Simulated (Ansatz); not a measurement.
Here is an Ansatz 0.2.0 calculation.

input.yaml

```yaml
crystal:
  lattice:
    - [4.689, 0.0, 0.0]
    - [0.0, 4.689, 0.0]
    - [0.0, 0.0, 4.689]
  atoms:
    - { symbol: Ge, position: [0.158, 0.342, 0.658] }
    - { symbol: Ge, position: [0.342, 0.658, 0.158] }
    - { symbol: Ge, position: [0.658, 0.158, 0.342] }
    - { symbol: Ge, position: [0.842, 0.842, 0.842] }
    - { symbol: Fe, position: [0.865, 0.635, 0.365], spin: 3.0 }
    - { symbol: Fe, position: [0.635, 0.365, 0.865], spin: 3.0 }
    - { symbol: Fe, position: [0.365, 0.865, 0.635], spin: 3.0 }
    - { symbol: Fe, position: [0.135, 0.135, 0.135], spin: 3.0 }
hamiltonian:
  xc: pbe
  pseudopotentials: { kind: nc }
magnetization:
  spin_polarized: true
kpoints:
  mp_grid: { grid: [6, 6, 6] }
scf:
  occupations: { method: fermi_dirac, width: 0.05 }
output:
  forces: true
  stress: true
  eigenvalues: true
  write_density: true
  write_potential: true
  elf: true
  volumetric_format: npy
relax:
  f_tol: 0.01
  max_steps: 40
  cell: { stress_tol: 0.05 }
```

Potentials or basis: Ansatz NC.

Command:

```console
$ ansatz run input.yaml --threads 4 --pin off --max-ram 11264MiB --backend cpu --events-out ev --progress --plain --runs-dir out
```

Problem. Predict the site moments.

Solution. Ge -0.05; Fe +1.15 μB.

Problem. Predict the relaxed cell.

Solution. a = 4.663 Å, b = 4.663 Å, c = 4.663 Å, α = 90.00°, β = 90.00°, γ = 90.00°.

Problem. Estimate the space group after relaxing (to 0.05 Å).

Solution. P2_13 (No. 198).

Problem. Predict the band gap on the k mesh.

Solution. None (metal or under the smearing width).

Forces in eV/Å, atoms in the order of the input:
```
Ge   0.006 -0.006  0.006
Ge  -0.006  0.006  0.006
Ge   0.006  0.006 -0.006
Ge  -0.006 -0.006 -0.006
Fe   0.007 -0.007  0.007
Fe  -0.007  0.007  0.007
Fe   0.007  0.007 -0.007
Fe  -0.007 -0.007 -0.007
```

Caveat: the plane-wave basis is chosen anew once the cell has moved, so the energies of steps on either side of that aren't comparable.
